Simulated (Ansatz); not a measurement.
# H6O6Zn3: the cost of one run

Program: Ansatz 0.2.0, Gaussian basis. Level of theory: the settings change from run to run. These are calculated values, not measurements.

## 1. The relaxed structure

The geometry comes from an earlier relaxation with r2SCAN-D4/def2-SVP; it is a stationary point, not always the lowest conformer.

15 atoms, charge 0, spin multiplicity 1.

Atoms are counted from 1 here; the program's logs count them from 0.

Bond lengths: Zn1–O4 1.918 Å, Zn1–O6 1.793 Å, Zn1–O7 1.926 Å, Zn2–O4 1.942 Å, Zn2–O5 1.949 Å, Zn2–O7 1.951 Å, Zn2–O9 1.945 Å, Zn3–O5 1.925 Å, Zn3–O8 1.793 Å, Zn3–O9 1.920 Å, O4–H10 0.961 Å, O5–H11 0.961 Å, O6–H12 0.965 Å, O7–H13 0.961 Å, O8–H14 0.965 Å, O9–H15 0.961 Å. Angles: O4–Zn1–O6 134.5°, O4–Zn1–O7 82.6°, O6–Zn1–O7 142.9°, O4–Zn2–O5 126.2°, O4–Zn2–O7 81.3°, O4–Zn2–O9 125.0°, O5–Zn2–O7 123.5°, O5–Zn2–O9 81.5°, O7–Zn2–O9 125.5°, O5–Zn3–O8 142.9°, O5–Zn3–O9 82.7°, O8–Zn3–O9 134.4°, Zn1–O4–Zn2 98.3°, Zn1–O4–H10 129.0°, Zn2–O4–H10 132.1°, Zn2–O5–Zn3 97.7°, Zn2–O5–H11 129.3°, Zn3–O5–H11 128.8° and more.

## 2. r2SCAN0/6-31G

This run has unrestricted orbitals, atoms shaken by 0.15 Å, relativity set to scalar.

Input file in.yaml:

```yaml
crystal:
  periodic: [false, false, false]
  atoms:
    - {symbol: Zn, position_ang: [-0.118758, 2.037474, -2.001402]}
    - {symbol: Zn, position_ang: [0.297588, -0.237421, -0.117595]}
    - {symbol: Zn, position_ang: [0.301537, -1.848689, 2.353414]}
    - {symbol: O, position_ang: [1.190839, 1.144471, -1.447581]}
    - {symbol: O, position_ang: [0.247060, -2.257490, 0.235904]}
    - {symbol: O, position_ang: [-0.356790, 2.994747, -3.803292]}
    - {symbol: O, position_ang: [-1.415494, 0.759279, -1.196363]}
    - {symbol: O, position_ang: [0.560720, -2.655073, 3.722718]}
    - {symbol: O, position_ang: [0.458018, 0.137123, 2.030088]}
    - {symbol: H, position_ang: [2.091196, 0.803459, -1.890750]}
    - {symbol: H, position_ang: [-0.281338, -2.553159, -0.101366]}
    - {symbol: H, position_ang: [-1.287458, 3.351676, -4.060630]}
    - {symbol: H, position_ang: [-2.365206, 1.091594, -0.428695]}
    - {symbol: H, position_ang: [0.522067, -3.509853, 3.233175]}
    - {symbol: H, position_ang: [0.697661, 0.612903, 2.332306]}
basis:
  gaussian: {orbitals: 6-31G}
magnetization: {spin_polarized: true, initial_magnetization: 0}
hamiltonian: {xc: {name: r2SCAN0}, pseudopotentials: {relativity: scalar}}
scf: {omitted_lower_state_checks: [starts]}
output: {forces: true}
```

Started as:

```sh
> ansatz run in.yaml --threads 2 --pin off --events-out ev --progress --plain --max-ram 32768MiB --backend cpu
```

What time and memory should one allow on 2 threads of AMD EPYC 7R13, shared host?

About 28 s, with a peak of 1 GiB.
